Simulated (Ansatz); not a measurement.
# Na7Fe4O12: the cost of one run

Program: Ansatz 0.2.0. Level of theory: DFT LDA, plane waves, PAW, scalar-relativistic, collinear spin. These are calculated values, not measurements.

### Step 1. Starting point

The cell holds 23 atoms (Fe4Na7O12): a = 7.186 Å, b = 7.186 Å, c = 5.349 Å, α = 83.28°, β = 83.28°, γ = 80.50°.

Structure file:

```xyz
23
Lattice="0.8406 4.6435 5.4199 0.8406 -4.6435 5.4199 5.3488 0.0000 0.0000" Properties=species:S:1:pos:R:3 pbc="T T T"
Na    4.4319    0.0000    2.7099
Na    3.5150    1.4575    5.4199
Na    3.5150   -1.4575    5.4199
Fe    1.7575    1.5535    2.7099
Fe    1.7575   -1.5535    2.7099
O     1.1043    0.0000    1.6115
O     2.4107    0.0000    3.8084
O     5.4512   -1.7571    3.8041
O     5.4512    1.7571    3.8041
O     4.2532   -2.8864    7.0356
O     4.2532    2.8864    7.0356
Na    0.8406    0.0000    5.4199
Na    2.5981    0.0000    8.1298
Na    0.8406   -3.1860    5.4199
Na    0.8406    3.1860    5.4199
Fe    5.2725    1.5535    8.1298
Fe    5.2725   -1.5535    8.1298
O     4.6193    0.0000    7.0314
O     5.9257    0.0000    9.2283
O     2.7768    2.8864    3.8041
O     2.7768   -2.8864    3.8041
O     1.5788    1.7571    7.0356
O     1.5788   -1.7571    7.0356
```

### Step 2. Run 1

210 steps of 1 fs under a Langevin thermostat at 700 K.

Input file input.yaml:

```yaml
crystal:
  lattice:
    - [0.840606, 4.643518, 5.419882]
    - [0.840606, -4.643518, 5.419882]
    - [5.348796, 0.0, 0.0]
  atoms:
    - { symbol: Na, position: [0.25, 0.25, 0.75] }
    - { symbol: Na, position: [0.6569427, 0.3430573, 0.5] }
    - { symbol: Na, position: [0.3430573, 0.6569427, 0.5] }
    - { symbol: Fe, position: [0.4172795, 0.0827205, 0.25], spin: 2.5 }
    - { symbol: Fe, position: [0.0827205, 0.4172795, 0.25], spin: 2.5 }
    - { symbol: O, position: [0.1486629, 0.1486629, 0.1597331] }
    - { symbol: O, position: [0.3513371, 0.3513371, 0.3402669] }
    - { symbol: O, position: [0.161742, 0.5401449, 0.9088425] }
    - { symbol: O, position: [0.5401449, 0.161742, 0.9088425] }
    - { symbol: O, position: [0.338258, 0.9598551, 0.5911575] }
    - { symbol: O, position: [0.9598551, 0.338258, 0.5911575] }
    - { symbol: Na, position: [0.5, 0.5, 0.0] }
    - { symbol: Na, position: [0.75, 0.75, 0.25] }
    - { symbol: Na, position: [0.1569427, 0.8430573, 0.0] }
    - { symbol: Na, position: [0.8430573, 0.1569427, 0.0] }
    - { symbol: Fe, position: [0.9172795, 0.5827205, 0.75], spin: 2.5 }
    - { symbol: Fe, position: [0.5827205, 0.9172795, 0.75], spin: 2.5 }
    - { symbol: O, position: [0.6486629, 0.6486629, 0.6597331] }
    - { symbol: O, position: [0.8513371, 0.8513371, 0.8402669] }
    - { symbol: O, position: [0.661742, 0.0401449, 0.4088425] }
    - { symbol: O, position: [0.0401449, 0.661742, 0.4088425] }
    - { symbol: O, position: [0.838258, 0.4598551, 0.0911575] }
    - { symbol: O, position: [0.4598551, 0.838258, 0.0911575] }
magnetization:
  spin_polarized: true
total_charge: -1
basis:
  ecutwfc: 420.0
kpoints:
  mp_grid: { grid: [2, 2, 2] }
hamiltonian:
  xc: lda
scf:
  occupations: { method: fermi_dirac, width: 0.05 }
  lower_state_search: "off"
md:
  timestep: 1
  n_steps: 210
  ensemble: nvt_langevin
  temperature: 700.0
  initial_velocities: maxwell_boltzmann
  seed: 244231
  friction: 0.01
```

On the command line:

```sh
> ansatz run input.yaml --threads 4 --pin off --max-ram 10240MiB --backend cpu --events-out ev --progress --plain --runs-dir out
```

What time and memory should one allow on 4 threads of Intel Xeon Platinum 8488C (Sapphire Rapids), shared host?

About 26 min, with a peak of 1.2 GiB.
